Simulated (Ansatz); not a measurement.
**C₂H₆Br₂GaN: one species, many methods**

An exercise on one series of results from a longer session: the logs are not shown, and one member is left open.

Method: functionals in def2-TZVPP, the program's frozen cores in correlated methods; program: Ansatz 0.2.0, Gaussian basis.

Plan: LDA (SPW92), PBE-D4, revPBE-D4, BLYP-D4, r2SCAN-D4, B97M-V, PBE0-D4, B3LYP-D4, r2SCANh-D4, r2SCAN0-D4, HSE06-D4, BHLYP-D4, CAM-B3LYP-D4, LC-ωPBE, ωB97X-V, ωB97M-V, B2PLYP, PBE-QIDH; CCSD(T)/def2-SVP; CCSD(T)/def2-TZVPP; MP2/def2-QZVPP; extrapolation to the limit; RPA on PBE.

### Structure used throughout

All runs share one geometry, relaxed beforehand with PBE0-D4 in a triple-zeta def2 set.

SMILES `C[N](C)[Ga]([Br])[Br]`, 12 atoms, charge 0, spin multiplicity 1.

Atoms are counted from 1 here; the program's logs count them from 0.

Bond lengths: C1–N2 1.442 Å, C1–H7 1.098 Å, C1–H8 1.098 Å, C1–H9 1.091 Å, N2–C3 1.442 Å, N2–Ga4 1.800 Å, C3–H10 1.091 Å, C3–H11 1.098 Å, C3–H12 1.098 Å, Ga4–Br5 2.274 Å, Ga4–Br6 2.274 Å. Angles: N2–C1–H7 111.1°, N2–C1–H8 111.1°, N2–C1–H9 110.9°, H7–C1–H8 107.6°, H7–C1–H9 108.0°, H8–C1–H9 108.0°, C1–N2–C3 114.1°, C1–N2–Ga4 123.0°, C3–N2–Ga4 123.0°, N2–C3–H10 110.9°, N2–C3–H11 111.1°, N2–C3–H12 111.1°, H10–C3–H11 108.0°, H10–C3–H12 108.0°, H11–C3–H12 107.6°, N2–Ga4–Br5 120.3°, N2–Ga4–Br6 120.3°, Br5–Ga4–Br6 119.4°.

Geometry (Å):

```xyz
12
charge 0, multiplicity 1
C    -0.55202   -0.73296    1.11895
N     0.00413   -0.00772    0.00372
C     1.25513   -0.53869   -0.47799
Ga   -0.79277    1.43365   -0.72276
Br    0.16641    2.50944   -2.48125
Br   -2.76685    2.19387    0.11074
H     0.13474   -0.72892    1.97626
H    -0.74429   -1.78134    0.85342
H    -1.49539   -0.28919    1.44145
H     1.62915    0.04671   -1.31961
H     1.14134   -1.57863   -0.81287
H     2.02043   -0.52621    0.30993
```

Set-up of the first run:

Input file in.yaml:

```yaml
crystal:
  periodic: [false, false, false]
  atoms:
    - {symbol: C, position_ang: [-0.552017, -0.732962, 1.118946]}
    - {symbol: N, position_ang: [0.004127, -0.007723, 0.003722]}
    - {symbol: C, position_ang: [1.255133, -0.538691, -0.477986]}
    - {symbol: Ga, position_ang: [-0.792773, 1.433651, -0.722758]}
    - {symbol: Br, position_ang: [0.166412, 2.509442, -2.481246]}
    - {symbol: Br, position_ang: [-2.766846, 2.193865, 0.110740]}
    - {symbol: H, position_ang: [0.134742, -0.728918, 1.976262]}
    - {symbol: H, position_ang: [-0.744293, -1.781340, 0.853419]}
    - {symbol: H, position_ang: [-1.495393, -0.289191, 1.441455]}
    - {symbol: H, position_ang: [1.629155, 0.046709, -1.319608]}
    - {symbol: H, position_ang: [1.141336, -1.578633, -0.812872]}
    - {symbol: H, position_ang: [2.020426, -0.526209, 0.309927]}
basis:
  gaussian: {orbitals: def2-TZVPP}
hamiltonian: {xc: lda}
output: {orbitals: {seedname: orbitals}}
```

Started as:

```sh
$ ansatz run in.yaml --threads 2 --pin off --events-out ev --progress --plain --max-ram 22528MiB --backend cuda --devices 0, --max-vram 18GiB
```

Steps of the session up to this table: LDA; PBE-D4 (GGA); revPBE-D4 (GGA); BLYP-D4 (GGA); r2SCAN-D4 (meta-GGA); B97M-V (meta-GGA); B3LYP-D4 (hybrid); r2SCANh-D4 (hybrid); r2SCAN0-D4 (hybrid); HSE06-D4 (hybrid); BHLYP-D4 (hybrid); CAM-B3LYP-D4 (range-separated); LC-ωPBE (range-separated); ωB97X-V (range-separated); ωB97M-V (range-separated); B2PLYP (double hybrid); PBE-QIDH (double hybrid).

One of the session's tables, all rows but one given; the rest of the session is left out.

It belongs to the step «Orbital energies across the functionals». 

```
  functional  HOMO (eV)  gap (eV)
 LDA (SPW92)      -5.76      3.34
      PBE-D4      -5.60      3.48
   revPBE-D4      -5.54      3.54
     BLYP-D4      -5.49      3.43
   r2SCAN-D4      -5.84      3.97
      B97M-V      -5.92      4.05
     PBE0-D4      -6.84      5.63
    B3LYP-D4      -6.64      5.13
  r2SCANh-D4      -6.30      4.75
  r2SCAN0-D4      -7.01      5.94
    HSE06-D4      -6.44      4.86
    BHLYP-D4      -8.03      7.74
CAM-B3LYP-D4          ?         ?
     LC-ωPBE      -9.53     10.57
     ωB97X-V      -9.20     10.07
     ωB97M-V      -9.11      9.79
```

**Question.** Estimate the row for CAM-B3LYP-D4.

As computed: HOMO (eV): -8.20; gap (eV): 7.97. In the column «HOMO (eV)» it lies between ωB97M-V (-9.11) and BHLYP-D4 (-8.03).
